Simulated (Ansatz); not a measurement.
# Zn₄O₄: energies up the ladder

An exercise on one series of results from a longer session: the logs are not shown, and one member is left open.

Program: Ansatz 0.2.0. Level of theory: the levels named in each step. These are calculated values, not measurements.

### Starting point

Bond lengths: O1–Zn2 1.803 Å, Zn2–O3 1.739 Å, O1–Zn4 2.091 Å, O3–Zn4 1.847 Å, Zn4–O5 1.744 Å, Zn4–Zn6 2.857 Å, O5–Zn6 1.733 Å, Zn6–O7 1.762 Å, O1–Zn8 1.729 Å, Zn6–Zn8 2.699 Å, O7–Zn8 1.737 Å. Angles (14 of 22 angles, heavy atoms first): O1–Zn2–O3 98.4°, Zn2–O1–Zn4 83.2°, Zn2–O1–Zn8 166.0°, Zn4–O1–Zn8 110.8°, Zn2–O3–Zn4 92.7°, O1–Zn4–O3 85.6°, O1–Zn4–O5 118.6°, O1–Zn4–Zn6 84.0°, O3–Zn4–O5 155.7°, O3–Zn4–Zn6 169.6°, O5–Zn4–Zn6 34.6°, Zn4–O5–Zn6 110.5°, Zn4–Zn6–O5 34.9°, Zn4–Zn6–O7 108.2°.

Coordinates:

```xyz
8

O     0.5365    1.0299    0.0081
Zn    2.3389    1.0759    0.0081
O     2.6379   -0.6367   -0.0104
Zn    0.8354   -1.0391   -0.0148
O    -0.5598   -2.0854   -0.0263
Zn   -2.0189   -1.1503   -0.0127
O    -2.6333    0.5004    0.0168
Zn   -1.1508    1.4051    0.0223
```

The first run:

input.yaml reads:

```yaml
crystal:
  periodic: [false, false, false]
  atoms:
    - { symbol: O, position_ang: [0.53653, 1.02991, 0.00815] }
    - { symbol: Zn, position_ang: [2.33888, 1.07587, 0.00806] }
    - { symbol: O, position_ang: [2.63787, -0.63672, -0.01036] }
    - { symbol: Zn, position_ang: [0.83543, -1.03912, -0.0148] }
    - { symbol: O, position_ang: [-0.55983, -2.08537, -0.02631] }
    - { symbol: Zn, position_ang: [-2.01892, -1.15032, -0.01268] }
    - { symbol: O, position_ang: [-2.63333, 0.50044, 0.01684] }
    - { symbol: Zn, position_ang: [-1.1508, 1.40508, 0.02228] }
basis:
  gaussian: { orbitals: def2-SVPD }
hamiltonian:
  xc: pbe
  dispersion: d4
relax:
  f_tol: 0.03
  max_steps: 200
```

Started as:

```console
> ansatz run input.yaml --threads 8 --pin off --max-ram 22528MiB --backend cpu --events-out ev --progress --plain --runs-dir out
```

Among the steps run: A rough first relaxation, PBE-D4/def2-SVPD; Relaxation, PBE0-D4/def2-TZVPD; Relaxation, PBE0-D4/def2-SVPD; Frequencies, PBE0-D4/def2-SVPD; Single point, PBE-D4/def2-TZVPPD; Single point, r2SCAN-D4/def2-TZVPPD; Single point, B3LYP-D4/def2-TZVPPD; Single point, wB97M-V/def2-TZVPPD; Single point, B2PLYP/def2-TZVPPD; Single point, PBE0-D4/def2-TZVPPD; Single point, LDA/def2-TZVPPD; Single point, PBE0-D4/def2-SVPD; Single point, PBE-D4/def2-SVPD; The anion of multiplicity 2 at the same geometry, PBE0-D4/def2-TZVPPD; The anion of multiplicity 2 at the same geometry, PBE-D4/def2-TZVPPD; The anion of multiplicity 2 at the same geometry, r2SCAN-D4/def2-TZVPPD; The anion of multiplicity 2 at the same geometry, B3LYP-D4/def2-TZVPPD; The anion of multiplicity 2 at the same geometry, wB97M-V/def2-TZVPPD; The anion of multiplicity 2 at the same geometry, B2PLYP/def2-TZVPPD.

One table of the session follows, with a row left open; its other results are not shown here.

It belongs to the step «Vertical electron affinity». 

```
                level  vertical electron affinity (eV)
  PBE0-D4/def2-TZVPPD                            1.028
   PBE-D4/def2-TZVPPD                            1.334
r2SCAN-D4/def2-TZVPPD                            1.175
 B3LYP-D4/def2-TZVPPD                            1.219
  wB97M-V/def2-TZVPPD                            0.734
   B2PLYP/def2-TZVPPD                                ?
```

Q: Estimate the row for B2PLYP/def2-TZVPPD from the others.

As computed: vertical electron affinity (eV): 0.990. In the column «vertical electron affinity (eV)» it lies between wB97M-V/def2-TZVPPD (0.734) and PBE0-D4/def2-TZVPPD (1.028).
